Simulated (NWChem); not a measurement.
# GeH4 (germane) at M06-2X/3-21G, part 2 of 2

NWChem 7.3.0. The steps go on from the part before.

### Step 3. The doublet cation at the same level

File geh4.nw:

```
START geh4
TITLE "GeH4"
memory 2200 mb
charge 1

GEOMETRY noautosym nocenter noautoz
  Ge     0.000100     0.000100     0.000000
  H      1.148100    -0.756300     0.680600
  H     -1.238800    -0.030000     0.904200
  H     -0.329200    -0.669100    -1.340600
  H      0.419800     1.455400    -0.244100
END

BASIS spherical bse
  * library 3-21G
END

DFT
  xc m06-2x
  mult 2
  grid fine
  convergence energy 1e-08
  maxiter 100
  mulliken
  noprint "final vectors analysis"
END

TASK dft energy
```

Started as:

```console
$ nwchem geh4.nw > geh4.out
```

Standard output:

```text
Northwest Computational Chemistry Package (NWChem) 7.3.0
             --------------------------------------------------------

           Job information
           ---------------

    nwchem branch   = 7.3.0
    use scalapack   = T
    input           = geh4.nw
    prefix          = geh4.
    data base       = ./geh4.db
    status          = startup
    nproc           =        1

           Memory information
           ------------------

    heap     =     72089596 doubles =      550.0 Mbytes
    stack    =     72089601 doubles =      550.0 Mbytes
    global   =    144179200 doubles =     1100.0 Mbytes (distinct from heap & stack)
    total    =    288358397 doubles =     2200.0 Mbytes
    verify   = yes
    hardfail = no

           Directory information
           ---------------------

  0 permanent = .
  0 scratch   = .

                                NWChem Input Module
                                -------------------

                                       GeH4
                                       ----

 Scaling coordinates for geometry "geometry" by  1.889725989
 (inverse scale =  0.529177249)

                             Geometry "geometry" -> ""
                             -------------------------

 Output coordinates in angstroms (scale by  1.889725989 to convert to a.u.)

  No.       Tag          Charge          X              Y              Z
 ---- ---------------- ---------- -------------- -------------- --------------
    1 Ge                  32.0000     0.00010000     0.00010000     0.00000000
    2 H                    1.0000     1.14810000    -0.75630000     0.68060000
    3 H                    1.0000    -1.23880000    -0.03000000     0.90420000
    4 H                    1.0000    -0.32920000    -0.66910000    -1.34060000
    5 H                    1.0000     0.41980000     1.45540000    -0.24410000

      Atomic Mass
      -----------

      Ge                73.921900
      H                  1.007825

 Effective nuclear repulsion energy (a.u.)      45.4204274897

            Nuclear Dipole moment (a.u.)
            ----------------------------
        X                 Y               Z
 ---------------- ---------------- ----------------
     0.0058581506     0.0060471232     0.0001889726

            XYZ format geometry
            -------------------
     5
 geometry
 Ge                    0.00010000     0.00010000     0.00000000
 H                     1.14810000    -0.75630000     0.68060000
 H                    -1.23880000    -0.03000000     0.90420000
 H                    -0.32920000    -0.66910000    -1.34060000
 H                     0.41980000     1.45540000    -0.24410000

 ==============================================================================
                                internuclear distances
 ------------------------------------------------------------------------------
       center one      |      center two      | atomic units |  angstroms
 ------------------------------------------------------------------------------
    2 H                |   1 Ge               |     2.89890  |     1.53403
    3 H                |   1 Ge               |     2.89896  |     1.53407
    4 H                |   1 Ge               |     2.89904  |     1.53410
    5 H                |   1 Ge               |     2.89913  |     1.53415
 ------------------------------------------------------------------------------
                         number of included internuclear distances:          4
 ==============================================================================

 ==============================================================================
                                 internuclear angles
 ------------------------------------------------------------------------------
        center 1       |       center 2       |       center 3       |  degrees
 ------------------------------------------------------------------------------
    2 H                |   1 Ge               |   3 H                |   109.46
    2 H                |   1 Ge               |   4 H                |   109.47
    2 H                |   1 Ge               |   5 H                |   109.49
    3 H                |   1 Ge               |   4 H                |   109.46
    3 H                |   1 Ge               |   5 H                |   109.47
    4 H                |   1 Ge               |   5 H                |   109.48
 ------------------------------------------------------------------------------
                            number of included internuclear angles:          6
 ==============================================================================

 Summary of "ao basis" -> "" (spherical)
 ------------------------------------------------------------------------------
       Tag                 Description            Shells   Functions and Types
 ---------------- ------------------------------  ------  ---------------------
 *                           3-21G                    on all atoms

                                 NWChem DFT Module
                                 -----------------

                                       GeH4

                      Basis "ao basis" -> "ao basis" (spherical)
                      -----
  [basis functions not shown]

 Summary of "ao basis" -> "ao basis" (spherical)
 ------------------------------------------------------------------------------
       Tag                 Description            Shells   Functions and Types
 ---------------- ------------------------------  ------  ---------------------
 Ge                          3-21G                  10       22   5s4p1d
 H                           3-21G                   2        2   2s

 Summary of "ao basis" -> "ao basis" (spherical)
 ------------------------------------------------------------------------------
       Tag                 Description            Shells   Functions and Types
 ---------------- ------------------------------  ------  ---------------------
 Ge                          3-21G                  10       22   5s4p1d
 H                           3-21G                   2        2   2s

  Caching 1-el integrals
  itol2e modified to match energy
  convergence criterion.
  tol_rho modified to match energy
  convergence criterion.

            General Information
            -------------------
          SCF calculation type: DFT
          Wavefunction type:  spin polarized.
          No. of atoms     :     5
          No. of electrons :    35
           Alpha electrons :    18
            Beta electrons :    17
          Charge           :     1
          Spin multiplicity:     2
          Use of symmetry is: off; symmetry adaption is: off
          Maximum number of iterations: 100
          AO basis - number of functions:    30
                     number of shells:    18
          Convergence on energy requested:  1.00D-08
          Convergence on density requested:  1.00D-05
          Convergence on gradient requested:  5.00D-04

              XC Information
              --------------
                       M06-2X Method XC Functional
                     Hartree-Fock (Exact) Exchange  0.540
                        M06-2X Exchange Functional  1.000
                      M06-2X Correlation Potential  1.000

             Grid Information
             ----------------
          Grid used for XC integration:  fine
          Radial quadrature: Mura-Knowles
          Angular quadrature: Lebedev.
          Tag              B.-S. Rad. Rad. Pts. Rad. Cut. Ang. Pts.
          ---              ---------- --------- --------- ---------
          Ge                  1.25      140           7.0       974
          H                   0.35       60           8.0       590
          Grid pruning is: on
          Number of quadrature shells:   380
          Spatial weights used:  Erf1

          Convergence Information
          -----------------------
          Convergence aids based upon iterative change in
          total energy or number of iterations.
          Levelshifting, if invoked, occurs when the
          HOMO/LUMO gap drops below (HL_TOL):  1.00D-02
          DIIS, if invoked, will attempt to extrapolate
          using up to (NFOCK): 10 stored Fock matrices.

                    Damping( 0%)  Levelshifting(0.5)       DIIS
                  --------------- ------------------- ---------------
          dE  on:    start            ASAP                start
          dE off:    2 iters        100 iters           100 iters

      Screening Tolerance Information
      -------------------------------
          Density screening/tol_rho:  1.00D-11
          AO Gaussian exp screening on grid/accAOfunc:  18
          CD Gaussian exp screening on grid/accCDfunc:  20
          XC Gaussian exp screening on grid/accXCfunc:  20
          Schwarz screening/accCoul:  1.00D-09

      Superposition of Atomic Density Guess
      -------------------------------------

 Sum of atomic energies:       -2067.26543674

 Renormalizing density from      36.00 to     35

      Non-variational initial energy
      ------------------------------

 Total energy =   -2032.128441
 1-e energy   =   -2894.299602
 2-e energy   =     816.750733
 HOMO         =      -0.781121
 LUMO         =      -0.181720

   Time after variat. SCF:      0.1

     ---------------------------------------------
      Total Density - Mulliken Population Analysis
     ---------------------------------------------

    Atom       Charge   Shell Charges
 -----------   ------   -------------------------------------------------------
    1 Ge  32    31.98   2.00  2.00  6.00  2.00  6.00  1.15  2.10  0.38  0.36  9.99
    2 H    1     0.87   0.35  0.53
    3 H    1     0.52   0.21  0.31
    4 H    1     0.78   0.31  0.47
    5 H    1     0.85   0.34  0.51

     --------------------------------------------
      Spin Density - Mulliken Population Analysis
     --------------------------------------------

    Atom       Charge   Shell Charges
 -----------   ------   -------------------------------------------------------
    1 Ge  32     0.49   0.00  0.00  0.00  0.00  0.00  0.00  0.42  0.00  0.07  0.00
    2 H    1     0.01   0.00  0.01
    3 H    1     0.36   0.14  0.22
    4 H    1     0.11   0.04  0.06
    5 H    1     0.03   0.01  0.02
   Time prior to 1st pass:      0.1

 Grid_pts file          = ./geh4.gridpts.0
 Record size in doubles =  12289        No. of grid_pts per rec  =   3070
 Max. records in memory =    134        Max. recs in file   = *********

           Memory utilization after 1st SCF pass:
           Heap Space remaining (MW):       36.89            36886068
          Stack Space remaining (MW):       72.09            72089172

   convergence    iter        energy       DeltaE   RMS-Dens  Diis-err    time
 ---------------- ----- ----------------- --------- --------- ---------  ------
 d= 0,ls=0.0,diis     1  -2068.7992303324 -2.11D+03  1.67D-02  2.31D-01     0.7
                                                     1.46D-02  2.00D-01
 d= 0,ls=0.0,diis     2  -2068.8866041504 -8.74D-02  4.32D-03  9.48D-03     1.1
                                                     4.73D-03  1.23D-02
 d= 0,ls=0.0,diis     3  -2068.8958381500 -9.23D-03  9.38D-04  5.72D-04     1.6
                                                     7.30D-04  2.86D-04
 d= 0,ls=0.0,diis     4  -2068.8959827743 -1.45D-04  4.21D-04  2.58D-05     2.1
                                                     4.75D-04  3.46D-05
 d= 0,ls=0.0,diis     5  -2068.8960738386 -9.11D-05  7.18D-05  1.52D-06     2.7
                                                     2.07D-04  4.41D-06
  Resetting Diis
 d= 0,ls=0.0,diis     6  -2068.8960957683 -2.19D-05  6.91D-05  8.13D-07     3.2
                                                     3.08D-04  2.79D-06
 d= 0,ls=0.0,diis     7  -2068.8961262782 -3.05D-05  5.38D-05  1.15D-06     3.7
                                                     1.99D-04  2.77D-06
 d= 0,ls=0.0,diis     8  -2068.8961466329 -2.04D-05  7.52D-05  9.59D-07     4.2
                                                     3.14D-04  2.87D-06
 d= 0,ls=0.0,diis     9  -2068.8961793358 -3.27D-05  5.50D-04  1.24D-06     4.8
                                                     2.16D-03  3.06D-06
 d= 0,ls=0.0,diis    10  -2068.8959759490  2.03D-04  3.65D-04  4.24D-06     5.3
                                                     1.40D-03  2.84D-06
 d= 0,ls=0.0,diis    11  -2068.8958726154  1.03D-04  5.18D-05  1.87D-05     5.8
                                                     1.80D-04  6.05D-06
 d= 0,ls=0.0,diis    12  -2068.8958814205 -8.81D-06  4.38D-05  2.00D-05     6.4
                                                     6.36D-05  6.46D-06
 d= 0,ls=0.0,diis    13  -2068.8958826533 -1.23D-06  1.18D-04  1.46D-05     6.9
                                                     4.41D-04  4.96D-06
 d= 0,ls=0.0,diis    14  -2068.8958713473  1.13D-05  4.26D-05  1.17D-05     7.4
                                                     1.24D-04  3.94D-06
 d= 0,ls=0.0,diis    15  -2068.8958752757 -3.93D-06  4.73D-04  1.07D-05     8.0
                                                     1.08D-03  3.61D-06
 d= 0,ls=0.0,diis    16  -2068.8959422646 -6.70D-05  6.39D-04  3.29D-06     8.5
                                                     1.40D-03  1.28D-06
 d= 0,ls=0.0,diis    17  -2068.8959857300 -4.35D-05  1.86D-04  1.78D-05     9.0
                                                     3.73D-04  4.53D-06
 d= 0,ls=0.0,diis    18  -2068.8959782051  7.52D-06  1.11D-03  8.65D-06     9.5
                                                     2.40D-03  2.43D-06
 d= 0,ls=0.0,diis    19  -2068.8960476817 -6.95D-05  5.74D-05  1.06D-05    10.0
                                                     6.42D-05  3.68D-06
 d= 0,ls=0.0,diis    20  -2068.8960525779 -4.90D-06  7.56D-04  6.17D-06    10.5
                                                     1.51D-03  2.39D-06
 d= 0,ls=0.0,diis    21  -2068.8960726365 -2.01D-05  3.90D-05  7.55D-06    11.0
                                                     7.19D-05  2.66D-06
 d= 0,ls=0.0,diis    22  -2068.8960749547 -2.32D-06  1.42D-04  5.70D-06    11.5
                                                     2.77D-04  1.90D-06
 d= 0,ls=0.0,diis    23  -2068.8960782383 -3.28D-06  3.46D-04  4.87D-06    12.1
                                                     6.74D-04  1.66D-06
 d= 0,ls=0.0,diis    24  -2068.8960858590 -7.62D-06  4.89D-05  1.89D-06    12.5
                                                     9.68D-05  6.25D-07
 d= 0,ls=0.0,diis    25  -2068.8960867385 -8.80D-07  1.52D-04  1.56D-06    13.0
                                                     3.02D-04  5.06D-07
 d= 0,ls=0.0,diis    26  -2068.8960888789 -2.14D-06  4.57D-04  9.49D-07    13.5
                                                     9.23D-04  3.05D-07
 d= 0,ls=0.0,diis    27  -2068.8960927237 -3.84D-06  1.39D-04  2.70D-07    14.0
                                                     2.83D-04  7.41D-08
 d= 0,ls=0.0,diis    28  -2068.8960933894 -6.66D-07  4.45D-05  1.02D-07    14.5
                                                     9.36D-05  2.55D-08
 d= 0,ls=0.0,diis    29  -2068.8960936401 -2.51D-07  1.65D-04  1.36D-08    15.1
                                                     3.36D-04  7.96D-09
 d= 0,ls=0.0,diis    30  -2068.8960930438  5.96D-07  1.29D-05  2.24D-08    15.6
                                                     2.53D-05  7.53D-09
 d= 0,ls=0.0,diis    31  -2068.8960931047 -6.10D-08  9.77D-05  8.62D-09    16.1
                                                     2.05D-04  3.91D-09
 d= 0,ls=0.0,diis    32  -2068.8960934013 -2.97D-07  1.61D-04  4.57D-09    16.7
                                                     3.28D-04  1.47D-09
 d= 0,ls=0.0,diis    33  -2068.8960937423 -3.41D-07  1.60D-05  2.58D-08    17.2
                                                     3.06D-05  5.99D-09
 d= 0,ls=0.0,diis    34  -2068.8960937376  4.70D-09  7.64D-05  2.98D-09    17.7
                                                     1.55D-04  7.03D-10
 d= 0,ls=0.0,diis    35  -2068.8960938274 -8.98D-08  4.83D-05  1.53D-09    18.2
                                                     9.82D-05  3.68D-10
 d= 0,ls=0.0,diis    36  -2068.8960938531 -2.57D-08  2.26D-05  3.13D-11    18.8
                                                     4.59D-05  1.23D-11
 d= 0,ls=0.0,diis    37  -2068.8960938561 -3.04D-09  1.68D-06  3.31D-12    19.3
                                                     3.49D-06  4.94D-13

         Total DFT energy =    -2068.896093856098
      One electron energy =    -2966.590997862521
           Coulomb energy =      932.494850148966
    Exchange-Corr. energy =      -80.220373632267
 Nuclear repulsion energy =       45.420427489725

 Numeric. integr. density =       35.000002278772

     Total iterative time =     19.2s

     ---------------------------------------------
      Total Density - Mulliken Population Analysis
     ---------------------------------------------

    Atom       Charge   Shell Charges
 -----------   ------   -------------------------------------------------------
    1 Ge  32    31.35   2.00  2.00  5.99  2.00  5.95  0.94  1.69  0.44  0.39  9.97
    2 H    1     0.97   0.41  0.56
    3 H    1     0.85   0.37  0.49
    4 H    1     0.86   0.37  0.49
    5 H    1     0.97   0.41  0.56

     --------------------------------------------
      Spin Density - Mulliken Population Analysis
     --------------------------------------------

    Atom       Charge   Shell Charges
 -----------   ------   -------------------------------------------------------
    1 Ge  32     0.19  -0.00 -0.00  0.00 -0.00  0.00 -0.02  0.25 -0.02 -0.01  0.00
    2 H    1    -0.02  -0.01 -0.01
    3 H    1     0.43   0.19  0.23
    4 H    1     0.42   0.19  0.23
    5 H    1    -0.02  -0.01 -0.01

     -------------------------------------------
      Total Density - Lowdin Population Analysis
     -------------------------------------------

    Atom       Charge   Shell Charges
 -----------   ------   -------------------------------------------------------
    1 Ge  32    31.41   2.00  1.99  5.99  1.98  5.83  0.73  1.55  0.48  0.87  9.97
    2 H    1     0.97   0.41  0.56
    3 H    1     0.82   0.37  0.46
    4 H    1     0.83   0.37  0.46
    5 H    1     0.97   0.41  0.56

     ------------------------------------------
      Spin Density - Lowdin Population Analysis
     ------------------------------------------

    Atom       Charge   Shell Charges
 -----------   ------   -------------------------------------------------------
    1 Ge  32     0.30  -0.00 -0.00  0.00 -0.00  0.01 -0.02  0.20 -0.01  0.11  0.00
    2 H    1    -0.01  -0.01 -0.01
    3 H    1     0.37   0.19  0.17
    4 H    1     0.36   0.19  0.17
    5 H    1    -0.01  -0.01 -0.01

   alpha - beta orbital overlaps
   -----------------------------

   alpha      1      2      3      4      5      6      7      8      9     10
    beta      1      2      3      4      5      6      7      8      9     10
 overlap   1.000  1.000  1.000  1.000  1.000  1.000  1.000  1.000  1.000  0.999

   alpha     11     12     13     14     15     16     17     18     19     20
    beta     11     12     13     14     15     18     16     17     19     20
 overlap   1.000  1.000  1.000  1.000  0.985  0.996  0.983  1.000  0.892  0.875

   alpha     21     22     23     24     25     26     27     28     29     30
    beta     21     22     23     24     25     26     27     28     29     30
 overlap   0.998  0.979  0.994  0.969  0.971  1.000  0.994  0.993  1.000  1.000

     --------------------------
     Expectation value of S2:
     --------------------------
      <S2> =      0.7645 (Exact =     0.7500)

 center of mass
 --------------
 x =   0.00017676 y =   0.00017920 z =   0.00000244

 moments of inertia (a.u.)
 ------------------
          22.588672284682          -0.000362266828          -0.000454305092
          -0.000362266828          22.583598003280           0.000473159706
          -0.000454305092           0.000473159706          22.587868327133

     Multipole analysis of the density
     ---------------------------------

     L   x y z        total         alpha         beta         nuclear
     -   - - -        -----         -----         ----         -------
     0   0 0 0      1.000000    -18.000000    -17.000000     36.000000

     1   1 0 0     -0.527193      0.314662     -0.847713      0.005858
     1   0 1 0     -0.234463      0.138401     -0.378911      0.006047
     1   0 0 1     -0.145722      0.087420     -0.233331      0.000189

     2   2 0 0    -11.696694    -12.885018    -10.015405     11.203729
     2   1 1 0      0.048001     -0.064451      0.112091      0.000360
     2   1 0 1     -0.872449      0.274436     -1.147336      0.000451
     2   0 2 0    -12.571088    -12.495863    -11.283989     11.208764
     2   0 1 1      0.868446     -0.316253      1.185168     -0.000469
     2   0 0 2    -10.190150    -13.313705     -8.080970     11.204526

 Task  times  cpu:       19.3s     wall:       19.3s
 Total times  cpu:       19.3s     wall:       19.3s
```

It took 20 s on 1 thread of Intel Xeon 6975P-C (Granite Rapids), shared host; peak memory 0.11 GiB.

### Step 4. Results

This closing draws on all 2 parts.

At M06-2X/3-21G:

```
                                          quantity           value
                        singlet GeH4: total energy  -2069.35204 Eh
                      doublet cation: total energy  -2068.89609 Eh
                              doublet cation: ⟨S²⟩           0.764
vertical ionisation energy (to the doublet cation)       12.407 eV
```

What this shows: The vertical ionisation energy comes to 12.41 eV (1197 kJ/mol).
